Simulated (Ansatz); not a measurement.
Run this with Ansatz 0.2.0 through its Python package and show what comes out.

Script `ch8gan.py`:
```python
# -*- coding: utf-8 -*-
from dataclasses import dataclass

import ansatz as az


@dataclass
class Settings:
    basis_set: str = 'def2-SVP'


cfg = Settings()

geometry_ang = [
    ('C', (1.1187, -0.8105, 0.4005)),
    ('N', (0.3449, 0.5006, 0.4094)),
    ('Ga', (-1.2901, 0.3965, -0.6509)),
    ('H', (2.0691, -0.6715, 0.9959)),
    ('H', (1.3621, -1.0368, -0.6694)),
    ('H', (0.4406, -1.5614, 0.8132)),
    ('H', (0.1323, 0.7427, 1.4031)),
    ('H', (1.0054, 1.2707, 0.0185)),
    ('H', (-0.8752, 0.0556, -2.119)),
    ('H', (-2.209, -0.7534, -0.0129)),
    ('H', (-2.0335, 1.8106, -0.5678)),
]
system = az.Crystal.molecule()
for symbol, xyz in geometry_ang:
    system = system.atom(symbol, xyz)

model = system.calculation().basis(gaussian=cfg.basis_set)

methods = ['mp2', 'ccsd', 'ccsd_t']
reports = [model.correlation(m).run(threads=1).report for m in methods]
print(f'Hartree-Fock reference {reports[0]["reference_energy_ev"] / 27.211386246:.6f} Ha')
best = reports[-1]['free_energy_ev'] - reports[-1]['reference_energy_ev']
for method, each in zip(methods, reports):
    gained = each['free_energy_ev'] - each['reference_energy_ev']
    print(f'{method:8s} total {each["free_energy_ev"] / 27.211386246:.6f} Ha  correlation {gained:9.4f} eV  ({100 * gained / best:.1f} % of the last)')
```

`python ch8gan.py` gives:
```text
Hartree-Fock reference -2019.874437 Ha
mp2      total -2020.442033 Ha  correlation  -15.4451 eV  (91.4 % of the last)
ccsd     total -2020.478144 Ha  correlation  -16.4277 eV  (97.3 % of the last)
ccsd_t   total -2020.495189 Ha  correlation  -16.8915 eV  (100.0 % of the last)
```

What to keep in mind:
- These settings explore the input space; basis and method may be short of convergence.
- The geometry is a force-field or estimated start, not a minimum of this method, and the basis set is short of its limit. A lower total doesn't mark the better method: functionals have no common bound, and MP2 and coupled cluster aren't variational.
- Inner cores stay frozen; a filled d shell under the valence of the heavier atoms is correlated with it.
- It ran for 23 s on 1 thread of Arm Neoverse V2, with other jobs on the host, peak memory 0.48 GiB.

(A comment or docstring line of the script was reworded after the run, the code is as it ran; lines on the test bed's own set-up are left out of the output.)
